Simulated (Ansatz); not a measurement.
**Two structures of Re: comparison of enthalpies under pressure from a Python script**

An exercise on one series of results from a longer session: the logs are not shown, and one member is left open.

Computed with Ansatz 0.2.0 through its Python package. Level of theory: DFT PBEsol, plane waves, norm-conserving potentials.

## The system

Re Pm-3m: Symmetry: Pm-3m, No. 221, cubic system. The conventional cell has a = 2.530 Å, b = 2.530 Å, c = 2.530 Å, α = 90.00°, β = 90.00°, γ = 90.00°. Re (site symmetry m-3m) has 6 Re at 2.53 Å as nearest neighbours.

Re Im-3m: The structure is cubic, space group Im-3m (No. 229). The conventional cell has a = 3.090 Å, b = 3.090 Å, c = 3.090 Å, α = 90.00°, β = 90.00°, γ = 90.00°. Re (site symmetry m-3m) has 8 Re at 2.68 Å as nearest neighbours.

The script holds or builds the structure itself.

The first run:

Input file transition_re.py:

```python
import csv
import warnings

import ansatz
import numpy as np

FUNCTIONAL = "pbesol"
SCF_TOL = 1e-09
MAX_ITERATIONS = 200
K_SPACING = 0.26
SMEARING = "gaussian"
WIDTH_EV = 0.05


def sc(a_site, a):
    return (
        ansatz.Lattice.cubic(a)
        .space_group(221)
        .atom(a_site, [0, 0, 0])
    )


def bcc(a_site, a):
    return (
        ansatz.Lattice.bcc(a)
        .space_group(229)
        .atom(a_site, [0, 0, 0])
        .primitive()
    )


def compute(name, crystal, pressure=0.0):
    calc = (
        crystal.calculation()
        .functional(FUNCTIONAL)
        .pseudopotentials("nc")
        .initial_density(normalization="cell")
        .scf(tolerance=SCF_TOL, max_iterations=MAX_ITERATIONS, algorithm="direct_min")
        .kpoints(spacing=K_SPACING)
        .occupations(SMEARING, width=WIDTH_EV)
    )
    calc = calc.relax(force_tolerance=0.03, cell=True, pressure=pressure)
    return calc.run()


def volume_per_atom(outcome):
    return abs(np.linalg.det(outcome.lattice.cell_ang)) / len(outcome.lattice.sites)


def main() -> None:
    warnings.simplefilter("ignore")

    phases = {}
    phases["sc"] = sc("Re", 2.53)
    phases["bcc"] = bcc("Re", 3.09)

    pressures = [0, 5, 10, 20]
    enthalpy, volume = {name: [] for name in phases}, {name: [] for name in phases}
    for p in pressures:
        for name, crystal in phases.items():
            o = compute(name, crystal, pressure=p)
            volume[name].append(volume_per_atom(o))
            enthalpy[name].append(o.report["energy_sigma0_ev"] / len(o.lattice.sites) + p * volume[name][-1] / 160.21766)
    gap = np.array(enthalpy["bcc"]) - np.array(enthalpy["sc"])
    rows = [(p, va, vb, 1000 * d) for p, va, vb, d in zip(pressures, volume["sc"], volume["bcc"], gap)]
    with open("transition.csv", "w", newline="") as handle:
        writer = csv.writer(handle)
        writer.writerow(["P (GPa)", "V sc (A^3/atom)", "V bcc (A^3/atom)", "H(bcc) - H(sc) (meV/atom)"])
        writer.writerows([round(v, 4) if isinstance(v, float) else v for v in row] for row in rows)
    print(open("transition.csv").read())
    crossings = [p0 - g0 * (p1 - p0) / (g1 - g0) for p0, p1, g0, g1 in zip(pressures, pressures[1:], gap, gap[1:]) if g0 * g1 < 0]
    print("crossing near", [round(float(p), 1) for p in crossings], "GPa") if crossings else print("no crossing in this range")


if __name__ == "__main__":
    main()
```

On the command line:

```bash
python transition_re.py
```

Steps of the session up to this table: Running it.

One of the session's tables, all rows but one given; the rest of the session is left out.

Enthalpy H = E + pV of the second structure less the first:

```
pressure (GPa)  ΔH (meV/atom)
             0        -1097.6
             5              ?
            10        -1211.4
            20        -1315.9
```

Estimate the missing values for pressure (GPa) = 5.

Worked estimate for «ΔH (meV/atom)». A straight line through the neighbours (0, -1097.6) and (10, -1211.4) gives -1097.6 + (-1211.4 + 1097.6) × (5 − 0) / (10 − 0) = -1154.5; a parabola fitted to 3 rows on both sides gives -1155.7.

As computed: ΔH (meV/atom): -1155.8. In «ΔH (meV/atom)» the line misses by +1.3 and the parabola by +0.1.

Limits of these values: What to keep in mind:
- At a fixed pressure a relaxation lowers the enthalpy F + PV, while F alone can rise.
- The program warned that this SCF threshold is loose for forces or stresses.
- Spin-orbit coupling, which matters for elements this heavy, is left out.
- Only these two structures are compared, at zero temperature and with their symmetry kept; either may be hypothetical, and another phase may be lower than both. Warnings in the runs' records: stress scf threshold loose.
